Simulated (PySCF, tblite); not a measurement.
**C4H10N2PSi radical: geometry, infrared bands and EPR parameters**

Aim: predict the infrared bands and EPR parameters of C4H10N2PSi radical (`C=N[C@@H]1[CH]C[Si@@]1(N)P`).

Computed with tblite 0.8.0 and PySCF 2.14.0, with density-fitted response routines of our own, on a single molecule in the gas phase. Atoms are numbered from 0 throughout.

### 1 The molecule as given

18 atoms, charge 0, multiplicity 2; geometry from: force field or distance geometry start.

Bonds of the start (Å): C0–N1 1.31, N1–C2 1.46, C2–C3 1.48, C3–C4 1.48, C4–Si5 1.85, Si5–N6 1.70, Si5–P7 2.16, Si5–C2 1.91, C0–H8 1.10, C0–H9 1.10, C2–H10 1.09, C3–H11 1.07, C4–H12 1.09, C4–H13 1.09, N6–H14 1.03, N6–H15 1.01, P7–H16 1.41, P7–H17 1.42.

### 2 Geometry optimisation with GFN2-xTB

Job settings and geometry (Å):

```
{"job": {"kind": "relax", "xc": "GFN2-xTB", "basis": "xTB"}, "charge": 0, "multiplicity": 2}
C      1.979200     1.204900     1.844600
N      1.160200     1.142600     0.829900
C      0.560100    -0.179200     0.651500
C      1.326000    -0.963600    -0.342600
C      0.231200    -1.520700    -1.164900
Si    -0.914300    -0.193900    -0.567300
N     -1.054300     1.202000    -1.531800
P     -2.832800    -0.772600     0.231900
H      2.485900     2.154300     2.072400
H      2.186900     0.354000     2.515000
H      0.337200    -0.729000     1.569800
H      2.358700    -0.846100    -0.613200
H      0.455500    -1.492200    -2.231300
H     -0.025600    -2.544400    -0.895100
H     -1.320400     1.981500    -0.917500
H     -0.113300     1.448400    -1.814900
H     -3.266300     0.500700     0.665800
H     -3.562700    -0.740300    -0.987200
```

Launch:

```bash
> OMP_NUM_THREADS=1 python probes_run.py task.json out
```

One launch serves the whole session: the jobs run in the order shown.

**Question.** This job is followed by: GFN2-xTB harmonic vibrations, gas phase; UKS B3LYP, pcH-1 on C H N P Si, non-relativistic, mean-field spin-orbit, GIAO. Predict these results of the whole session: strongest single infrared mode (GFN2-xTB); zero-point energy (GFN2-xTB); g(iso) (B3LYP); ⟨S²⟩; largest a(iso) (averaged by class); potential on the surface of density 0.002 e/bohr³, 1st and 99th percentile.

The runs gave:

```
                                                                  quantity                    value
                                 strongest single infrared mode (GFN2-xTB)     494 cm⁻¹, 203 km/mol
                                              zero-point energy (GFN2-xTB)            81.6 kcal/mol
                                                            g(iso) (B3LYP)                  2.00242
                                                                      ⟨S²⟩       0.754 (exact 0.75)
                                        largest a(iso) (averaged by class)  29Si on Si5, -219.7 MHz
potential on the surface of density 0.002 e/bohr³, 1st and 99th percentile       -1.29 V and 1.51 V
```

What this shows: Over 89 steps the energy fell by 0.720 eV; of the close pairs, Si5–P7 changed most, 2.157 to 2.268 Å. All 48 modes are real, so the xTB geometry is a minimum. The strongest single mode, at 494 cm⁻¹, moves mainly H15 and H14. Unscaled tight-binding wavenumbers are off by several per cent, some by more. Its intensities can rank the bands wrongly. Most of the unpaired spin sits on C3 (0.90 e). The isotropic g lies 0.1 ppt above the free-electron value. These values are for one conformer; the search (at its own cheap level) found 2 more, at 0.33, 0.90 kcal/mol, and measured spectra average over such forms.
